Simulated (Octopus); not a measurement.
# CH3KS (SMILES C[S][K]), step by step

Wanted: energy and forces (PBE), then energy and forces (PBE), then energy and forces (PBE), then energy and forces (PBE) of CH3KS. The setting varied is the stencil order. 

Program for the calculation: Octopus 16.4.

2 further runs of the same task are left out: 2 set aside as unsound or not needed.

## (1) The molecule

CH3KS has 6 atoms, charge 0, and is taken as a singlet. As SMILES, `C[S][K]`. Geometry: relaxed at PBE0-D4/def2-TZVP.

Bond lengths: C1–S2 1.819 Å, S2–K3 2.809 Å, C1–H4 1.092 Å, C1–H5 1.093 Å, C1–H6 1.093 Å. Angles: C1–S2–K3 117.1°, S2–C1–H4 109.5°, S2–C1–H5 111.9°, S2–C1–H6 111.9°, H4–C1–H5 107.6°, H4–C1–H6 107.6°, H5–C1–H6 108.3°.

## (2) Energy and forces at PBE (scalar, in the pseudopotentials, sg15 potentials, box margin 5 angstrom, extra states 0, grid spacing 0.17 angstrom, mix field default) (run 3)

geometry.xyz

```xyz
6

C     -0.475817     0.439967    -0.368683
S     -0.109117    -1.238833     0.227417
K      2.285983    -1.595233     1.650717
H     -1.429117     0.436467    -0.902283
H      0.288483     0.802667    -1.060783
H     -0.560417     1.154967     0.453617
```

Command:

```
OMP_NUM_THREADS=1 octopus > gs.log
```

The program printed:

```text
Version                : 16.4
[... 140 lines left out ...]
** Warning:
[... 25 lines left out ...]
Converged eigenvectors: 0
#  State  Eigenvalue [eV]  Occupation    Error
[... 9 lines left out ...]
Converged eigenvectors: 0
#  State  Eigenvalue [eV]  Occupation    Error
[... 67 lines left out ...]
Converged eigenvectors: 0
#  State  Eigenvalue [eV]  Occupation    Error
[... 9 lines left out ...]
Converged eigenvectors: 0
#  State  Eigenvalue [eV]  Occupation    Error
[... 6 lines left out ...]
Info: SCF converged in   23 iterations
[... 1 line left out ...]
**   Some of the states are not fully converged!
[... 1 line left out ...]
Octopus emitted 3 warnings.
```

Wall time 23 s (1 thread of AMD EPYC 9R45 (Zen 5), shared host); peak memory 0.2 GiB.

## (3) Energy and forces at PBE (scalar, in the pseudopotentials, sg15 potentials, box margin 5 angstrom, extra states 0, grid spacing 0.17 angstrom, mix field default) (run 4)

geometry.xyz is that of step 2.

Command:

```
OMP_NUM_THREADS=1 octopus > gs.log
```

The program printed:

```text
Version                : 16.4
[... 140 lines left out ...]
** Warning:
[... 25 lines left out ...]
Converged eigenvectors: 0
#  State  Eigenvalue [eV]  Occupation    Error
[... 9 lines left out ...]
Converged eigenvectors: 0
#  State  Eigenvalue [eV]  Occupation    Error
[... 73 lines left out ...]
Converged eigenvectors: 0
#  State  Eigenvalue [eV]  Occupation    Error
[... 9 lines left out ...]
Converged eigenvectors: 2
#  State  Eigenvalue [eV]  Occupation    Error
[... 6 lines left out ...]
Info: SCF converged in   25 iterations
[... 1 line left out ...]
**   Some of the states are not fully converged!
[... 1 line left out ...]
Octopus emitted 3 warnings.
```

Wall time 27 s (1 thread of AMD EPYC 9R45 (Zen 5), shared host); peak memory 0.21 GiB.

Run 5 isn't shown in full; the table further down has it.

## (4) Energy and gradient at PBE (scalar, in the pseudopotentials, sg15 potentials, box margin 5 angstrom, extra states 0, grid spacing 0.17 angstrom, mix field default) (run 6)

geometry.xyz is that of step 3.

Command:

```
OMP_NUM_THREADS=1 octopus > gs.log
```

The program printed:

```text
Version                : 16.4
[... 140 lines left out ...]
** Warning:
[... 25 lines left out ...]
Converged eigenvectors: 0
#  State  Eigenvalue [eV]  Occupation    Error
[... 9 lines left out ...]
Converged eigenvectors: 0
#  State  Eigenvalue [eV]  Occupation    Error
[... 94 lines left out ...]
Converged eigenvectors: 0
#  State  Eigenvalue [eV]  Occupation    Error
[... 9 lines left out ...]
Converged eigenvectors: 0
#  State  Eigenvalue [eV]  Occupation    Error
[... 6 lines left out ...]
Info: SCF converged in   32 iterations
[... 1 line left out ...]
**   Some of the states are not fully converged!
[... 1 line left out ...]
Octopus emitted 3 warnings.
```

Wall time 46 s (1 thread of AMD EPYC 9R45 (Zen 5), shared host); peak memory 0.23 GiB.

## (5) Overview of the runs

| run | stencil order | sweep point | energy (Eh) | dipole moment (D) | HOMO energy (eV) | largest force (eV/Å) | wall time |
| --- | --- | --- | --- | --- | --- | --- | --- |
| 3 | 3 | 3 | -46.124294 | 8.98 | -3.34 | 0.406 | 23 s |
| 4 | 4 | 4 | -46.119435 | 8.98 | -3.34 | 0.371 | 27 s |
| 5 | 6 | 5 | -46.117847 | 8.98 | -3.34 | 0.350 | 28 s |
| 6 | 8 | 6 | -46.117628 | 8.98 | -3.34 | 0.345 | 46 s |

Convergence of the total energy of singlet CH3KS with the stencil order, against the last point:

| stencil order | from the last (mEh) | wall time |
| --- | --- | --- |
| 3 | -6.666 | 23 s |
| 4 | -1.807 | 27 s |
| 6 | -0.219 | 28 s |
| 8 | +0.000 | 46 s |

Convergence of the largest force on an atom of singlet CH3KS with the stencil order, against the last point:

| stencil order | from the last (eV/Å) | wall time |
| --- | --- | --- |
| 3 | +0.06057 | 23 s |
| 4 | +0.02554 | 27 s |
| 6 | +0.00511 | 28 s |
| 8 | +0.00000 | 46 s |

## (6) Outcome

| quantity | value |
| --- | --- |
| run 6, PBE: total energy | -46.11763 Eh |
| run 6, PBE: dipole moment | 8.98 D |
| run 6, PBE: HOMO energy | -3.34 eV |
| run 6, PBE: largest force on an atom | 0.345 eV/Å |

In words: For the total energy of singlet CH3KS to stay within 5 mEh of the last point, 4 is the first point of the series from which all later ones do (27 s against 46 s). For the total energy of singlet CH3KS to stay within 1 mEh of the last point, 6 is the first point of the series from which all later ones do (28 s against 46 s). For the largest force on an atom of singlet CH3KS to stay within 0.02 eV/Å of the last point, 6 is the first point of the series from which all later ones do (28 s against 46 s). Over the runs the total energy spans 0.181 eV. All runs together took 2 min, the longest 46 s.
